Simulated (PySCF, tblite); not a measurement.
# Ag10H10S10: electronic excitations

Wanted: electronic excitations for Ag10H10S10.

Computed with tblite 0.8.0 and PySCF 2.14.0 and routines of our own; the level stands in each step. Atoms count from 0.

## 1. The starting structure

30 atoms, charge 0, multiplicity 1; geometry from: force field, distance geometry or constructed start.

## 2. Relaxing the molecule with GFN2-xTB

Job settings and geometry (Å):

```
{"job": {"kind": "relax", "xc": "GFN2-xTB", "basis": "xTB"}, "charge": 0, "multiplicity": 1}
S      6.216300    -0.001800     1.295700
S      5.021300     3.655400    -1.654800
S      1.922500     5.908000     1.298300
S     -1.924200     5.914700    -1.654100
S     -5.031700     3.651600     1.300700
S     -6.220900    -0.000500    -1.650500
S     -5.030600    -3.651100     1.294000
S     -1.920100    -5.907600    -1.646400
S      1.920000    -5.912400     1.296900
S      5.021700    -3.653600    -1.646300
Ag     5.615900     1.825200    -0.177400
Ag     3.468400     4.779600    -0.175300
Ag    -0.006500     5.911000    -0.170300
Ag    -3.474900     4.781000    -0.178000
Ag    -5.626400     1.831500    -0.175100
Ag    -5.626100    -1.825800    -0.169000
Ag    -3.476700    -4.779700    -0.174400
Ag    -0.004200    -5.913700    -0.176300
Ag     3.470300    -4.779800    -0.172800
Ag     5.620800    -1.825500    -0.172600
H      5.099100     0.003800     2.118700
H      6.104100     4.439300    -1.300700
H      1.548900     4.770600     1.979600
H     -2.340400     7.176200    -1.302000
H     -4.056800     2.948100     1.973900
H     -7.559300    -0.000900    -1.298000
H     -4.056600    -2.943200     1.972300
H     -2.336800    -7.179900    -1.299300
H      1.546100    -4.765600     1.971000
H      6.106100    -4.437400    -1.297100
```

Command:

```
$ OMP_NUM_THREADS=4 python large_run.py task.json out
```

The driver reads the jobs from task.json and runs them one after another.

The program printed:

```text
step      E/eV     max force
  0   -2095.21654    1.109
  1   -2095.43290    0.636
  2   -2095.51275    0.191
  3   -2095.51867    0.144
  4   -2095.52171    0.140
  5   -2095.55164    0.198
  6   -2095.57091    0.249
  7   -2095.58955    0.235
  8   -2095.60069    0.216
  9   -2095.61119    0.221
 10   -2095.62419    0.257
 11   -2095.63875    0.248
 12   -2095.65249    0.353
 13   -2095.67596    0.432
 14   -2095.71291    0.441
 15   -2095.76569    0.552
 16   -2095.83281    0.497
 17   -2095.88285    0.331
 18   -2095.91229    0.293
 19   -2095.93102    0.369
 20   -2095.94228    0.382
 21   -2095.96399    0.326
 22   -2095.99450    0.334
 23   -2096.02384    0.322
 24   -2096.03402    0.188
 25   -2096.04032    0.173
 26   -2096.04802    0.231
 27   -2096.06286    0.410
 28   -2096.08023    0.471
 29   -2096.09825    0.360
 30   -2096.11239    0.209
 31   -2096.12256    0.272
 32   -2096.13415    0.361
 33   -2096.15099    0.338
 34   -2096.17092    0.362
 35   -2096.19304    0.475
 36   -2096.21859    0.444
 37   -2096.24296    0.381
 38   -2096.27598    0.423
 39   -2096.31354    0.413
 40   -2096.35539    0.449
 41   -2096.40211    0.505
 42   -2096.47893    0.625
 43   -2096.56134    0.555
 44   -2096.64255    0.487
 45   -2096.68613    0.439
 46   -2096.66399    0.599
 47   -2096.73630    0.425
 48   -2096.76460    0.327
 49   -2096.83579    0.494
 50   -2096.86692    0.406
 51   -2096.91801    0.457
 52   -2096.94921    0.424
 53   -2096.98641    0.439
 54   -2097.02240    0.470
 55   -2097.05663    0.336
 56   -2097.07560    0.213
 57   -2097.08635    0.204
 58   -2097.09846    0.282
 59   -2097.11797    0.414
 60   -2097.13436    0.345
 61   -2097.14330    0.159
 62   -2097.14634    0.091
 63   -2097.14795    0.090
 64   -2097.15030    0.114
 65   -2097.15211    0.090
 66   -2097.15329    0.053
 67   -2097.15381    0.042
 68   -2097.15409    0.028
 69   -2097.15430    0.031
 70   -2097.15449    0.021
 71   -2097.15465    0.024
 72   -2097.15482    0.030
 73   -2097.15507    0.033
 74   -2097.15544    0.042
 75   -2097.15585    0.037
 76   -2097.15615    0.035
 77   -2097.15634    0.026
 78   -2097.15655    0.027
 79   -2097.15686    0.034
 80   -2097.15724    0.044
 81   -2097.15766    0.060
 82   -2097.15817    0.063
 83   -2097.15893    0.059
 84   -2097.16008    0.066
 85   -2097.16129    0.063
 86   -2097.16196    0.038
 87   -2097.16226    0.034
 88   -2097.16252    0.041
 89   -2097.16300    0.060
 90   -2097.16385    0.075
 91   -2097.16501    0.073
 92   -2097.16598    0.057
 93   -2097.16660    0.047
 94   -2097.16711    0.042
 95   -2097.16773    0.048
 96   -2097.16850    0.053
 97   -2097.16934    0.081
 98   -2097.17021    0.089
 99   -2097.17123    0.075
100   -2097.17246    0.060
101   -2097.17356    0.052
102   -2097.17420    0.044
103   -2097.17461    0.036
104   -2097.17502    0.040
105   -2097.17554    0.045
106   -2097.17608    0.043
107   -2097.17643    0.026
108   -2097.17659    0.022
109   -2097.17668    0.020
```

Wall time 42 s (4 threads of Intel Xeon Platinum 8259CL at 2.50GHz, shared host); peak memory 0.16 GiB.

Step by step:

```
step  energy from step 0 (eV)  largest force (eV/Å)
   0                   0.0000                1.1091
   1                  -0.2164                0.6368
   2                  -0.2962                0.1909
   3                  -0.3021                0.1437
   4                  -0.3052                0.1397
   5                  -0.3351                0.1985
   6                  -0.3544                0.2493
   7                  -0.3730                0.2350
   8                  -0.3842                0.2161
  16                  -0.6163                0.4977
  25                  -0.8238                0.1732
  34                  -0.9544                0.3624
  43                  -1.3448                0.5548
  52                  -1.7327                0.4244
  60                  -1.9178                0.3449
  69                  -1.9378                0.0307
  78                  -1.9400                0.0277
  87                  -1.9457                0.0342
  96                  -1.9520                0.0532
 105                  -1.9590                0.0451
 106                  -1.9595                0.0430
 107                  -1.9599                0.0260
 108                  -1.9601                0.0226
 109                  -1.9601                0.0196
```

Distances of close pairs at the start and the end, largest changes first:

```csv
bond,before (Å),after (Å),change (Å)
Ag14–Ag15,3.657,2.833,-0.824
Ag16–Ag17,3.653,2.836,-0.817
Ag12–Ag13,3.648,2.837,-0.811
Ag18–Ag19,3.654,2.848,-0.806
Ag10–Ag11,3.652,2.855,-0.798
Ag15–Ag16,3.653,2.873,-0.780
Ag17–Ag18,3.655,2.875,-0.780
Ag11–Ag12,3.654,2.876,-0.779
```

The end geometry stands in the next job.

## 3. Electronic excitations: TDA PBE0/def2-SVP

Job settings and geometry (Å):

```
{"job": {"kind": "uv", "basis": "def2-SVP", "grid": 1, "kgrid": 0, "vcut": 1.5, "nstates": 6, "ntriplets": 2, "tda": true, "delta": [], "pop": true, "xc": "PBE0"}, "charge": 0, "multiplicity": 1}
S      4.850578    -0.002218     1.757210
S      4.031788     2.970173    -2.010309
S      1.446736     4.530236     1.807745
S     -1.552819     4.749249    -2.023972
S     -3.862535     2.799015     1.798182
S     -4.991954     0.003524    -2.026649
S     -3.851942    -2.795611     1.797786
S     -1.546724    -4.750202    -2.021410
S      1.448940    -4.525196     1.815053
S      4.030550    -2.971121    -2.014424
Ag     4.417726     1.445666    -0.151929
Ag     2.718285     3.739227    -0.115647
Ag    -0.017669     4.624498    -0.139235
Ag    -2.713092     3.740920    -0.135772
Ag    -4.408212     1.422217    -0.138236
Ag    -4.395305    -1.411056    -0.135934
Ag    -2.706590    -3.735639    -0.137418
Ag    -0.013456    -4.625492    -0.132403
Ag     2.718488    -3.729482    -0.110302
Ag     4.419237    -1.445710    -0.156707
H      3.627923    -0.004603     2.271188
H      5.081910     3.750060    -1.772406
H      1.057672     3.354214     2.279818
H     -1.950991     5.996627    -1.799495
H     -2.872810     2.066014     2.287797
H     -6.301148    -0.001253    -1.800868
H     -2.855176    -2.077056     2.294887
H     -1.954552    -5.993964    -1.793064
H      1.056856    -3.351464     2.291084
H      5.077671    -3.754436    -1.773967
```

Method: TDA PBE0/def2-SVP, vertical, gas phase, core orbitals frozen in the response, virtual orbitals cut by energy.

The program printed:

```text
start: PBE on a coarse grid of 161130 points
cycle   1  E = -5422.6774275859  dE = -9.857e+01  |g| = 9.760e+00  |ddm| = 2.481e+01
cycle   2  E = -5050.8495929432  dE =  3.718e+02  |g| = 2.447e+01  |ddm| = 2.339e+03
cycle   3  E = -5453.7250103195  dE = -4.029e+02  |g| = 2.472e+00  |ddm| = 2.341e+03
cycle   4  E = -5452.3805460111  dE =  1.344e+00  |g| = 3.333e+00  |ddm| = 1.120e+01
cycle   5  E = -5455.1910167877  dE = -2.810e+00  |g| = 7.929e-01  |ddm| = 7.604e+00
cycle   6  E = -5455.3620611573  dE = -1.710e-01  |g| = 3.233e-01  |ddm| = 1.939e+00
cycle   7  E = -5455.3959025736  dE = -3.384e-02  |g| = 1.025e-01  |ddm| = 7.125e-01
cycle   8  E = -5455.3965282920  dE = -6.257e-04  |g| = 9.177e-02  |ddm| = 3.929e-01
cycle   9  E = -5455.3992699327  dE = -2.742e-03  |g| = 1.557e-02  |ddm| = 1.853e-01
cycle  10  E = -5455.3993458189  dE = -7.589e-05  |g| = 4.569e-03  |ddm| = 3.454e-02
final grid: 161130 points
cycle  11  E = -5455.5454372606  dE = -2.069e-02  |g| = 1.796e-01  |ddm| = 8.524e-01
cycle  12  E = -5455.5398413391  dE =  5.596e-03  |g| = 2.366e-01  |ddm| = 5.568e-01
cycle  13  E = -5455.5518334359  dE = -1.199e-02  |g| = 2.567e-02  |ddm| = 3.280e-01
cycle  14  E = -5455.5520452812  dE = -2.118e-04  |g| = 4.680e-03  |ddm| = 4.916e-02
cycle  15  E = -5455.5520501141  dE = -4.833e-06  |g| = 1.817e-03  |ddm| = 1.134e-02
cycle  16  E = -5455.5520468322  dE =  3.282e-06  |g| = 2.432e-04  |ddm| = 3.643e-03
cycle  17  E = -5455.5520440570  dE =  2.775e-06  |g| = 8.307e-05  |ddm| = 6.448e-04
converged SCF energy = -5455.5520440570

Static polarisability (au): isotropic 447.198, principal 393.945 473.131 474.516

Singlet excitations
state   eV       nm        f      main configurations
  1   4.3939    282.2   0.00000   H->L 0.76, H-1->L+2 0.10, H-2->L+1 0.09
  2   4.5428    272.9   0.00150   H-1->L 0.38, H->L+2 0.29, H->L+1 0.12
  3   4.5459    272.7   0.00134   H-2->L 0.37, H->L+1 0.30, H->L+2 0.12
  4   4.7911    258.8   0.00011   H-1->L+1 0.21, H->L+5 0.20, H-2->L+2 0.19
  5   4.7955    258.5   0.00005   H-1->L+2 0.20, H-2->L+1 0.20, H->L+6 0.19
  6   4.9277    251.6   0.00135   H->L+3 0.62

Triplet excitations (Tamm-Dancoff, eV): 4.1727 4.2757
```

Run time: 1.9 min. Hardware: 4 threads of Intel Xeon Platinum 8259CL at 2.50GHz, shared host; peak memory 3.7 GiB.

The orbitals next to the gap, with their largest atomic shares:

```
orbital     eV                            atoms
 HOMO−4  -7.61        S0 16 %, S8 10 %, S9 10 %
 HOMO−3  -7.60        S4 14 %, S6 13 %, S5 10 %
 HOMO−2  -7.18        S0 10 %, Ag10 8 %, S5 8 %
 HOMO−1  -7.17       S8 9 %, Ag12 9 %, Ag17 9 %
   HOMO  -6.89       Ag14 6 %, Ag15 5 %, S6 5 %
   LUMO  -1.61     Ag19 8 %, Ag10 7 %, Ag18 7 %
 LUMO+1  -1.31  Ag14 11 %, Ag19 11 %, Ag15 10 %
 LUMO+2  -1.30  Ag12 11 %, Ag17 11 %, Ag11 10 %
 LUMO+3  -1.10     Ag12 9 %, Ag17 9 %, Ag15 9 %
```

Further results of this job:

```
           property  computed
  dipole moment (D)      1.26
polarisability (Å³)     66.27
 HOMO–LUMO gap (eV)      5.28
      −ε(HOMO) (eV)      6.89
```

## 4. Summary of results

```
                                quantity                        value
          lowest singlet (PBE0/def2-SVP)  4.39 eV (282 nm), f = 0.000
brightest single state of those computed  state 2, 4.54 eV, f = 0.002
                          lowest triplet                      4.17 eV
```

The lowest singlet, at 4.39 eV, is HOMO→LUMO 0.76, HOMO−1→LUMO+2 0.10 and is dark; of the 6 states computed, the strongest absorption comes from states 2 to 3 together at 4.54 eV. The lowest triplet lies 0.22 eV below the lowest singlet.
